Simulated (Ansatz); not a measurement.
# Si6NO10: the cost of one run

Program: Ansatz 0.2.0. Level of theory: DFT PBEsol, plane waves, PAW, scalar-relativistic, no spin polarisation. These are calculated values, not measurements.

## (1) The system as given

The cell holds 17 atoms (NO10Si6): a = 6.961 Å, b = 6.961 Å, c = 6.961 Å, α = 69.65°, β = 69.65°, γ = 69.65°.

The coordinates stand in the first input below.

## (2) Relaxing end A

input.yaml

```yaml
crystal:
  lattice:
    - [-3.975572, -2.295298, 5.233085]
    - [3.975572, -2.295298, 5.233085]
    - [0.0, 4.590595, 5.233085]
  atoms:
    - { symbol: Si, position: [0.029646, 0.4819765, 0.2425931] }
    - { symbol: Si, position: [0.2583057, 0.0370338, 0.4686067] }
    - { symbol: Si, position: [0.4626318, 0.2467154, 0.036594] }
    - { symbol: O, position: [0.4375506, 0.0638311, 0.252489] }
    - { symbol: O, position: [0.2457391, 0.4393939, 0.0622064] }
    - { symbol: O, position: [0.0565809, 0.2545462, 0.4424254] }
    - { symbol: O, position: [0.5028983, 0.1609136, 0.8328477] }
    - { symbol: O, position: [0.8330382, 0.4961116, 0.1724415] }
    - { symbol: "N", position: [0.1648687, 0.8391323, 0.4956416] }
    - { symbol: Si, position: [0.5300581, 0.9627242, 0.7594509] }
    - { symbol: Si, position: [0.7475562, 0.5330066, 0.9696667] }
    - { symbol: Si, position: [0.9654911, 0.7526915, 0.52944] }
    - { symbol: O, position: [0.941093, 0.5598975, 0.7505759] }
    - { symbol: O, position: [0.7537935, 0.9325573, 0.560578] }
    - { symbol: O, position: [0.5610842, 0.7488781, 0.94422] }
    - { symbol: O, position: [0.3257604, 0.0092145, 0.6598416] }
    - { symbol: O, position: [0.6632662, 0.33052, 0.0061735] }
total_charge: -1
basis:
  ecutwfc: 420.0
kpoints:
  mp_grid: { grid: [2, 2, 2] }
hamiltonian:
  xc: pbesol
  pseudopotentials: { kind: paw, azcp: { folder: soft_1 } }
scf:
  occupations: { method: fermi_dirac, width: 0.05 }
  lower_state_search: "off"
relax:
  f_tol: 0.03
  max_steps: 60
  adjacent_minimum: "off"
```

The run is started by

```console
ansatz run input.yaml --threads 1 --pin off --max-ram 3072MiB --backend cpu --events-out ev --progress --plain --runs-dir out
```

**Question.** How long does this run take on 1 thread of Arm Neoverse V1, shared host, and how much memory does it need?

About 44 s, with a peak of 0.49 GiB.
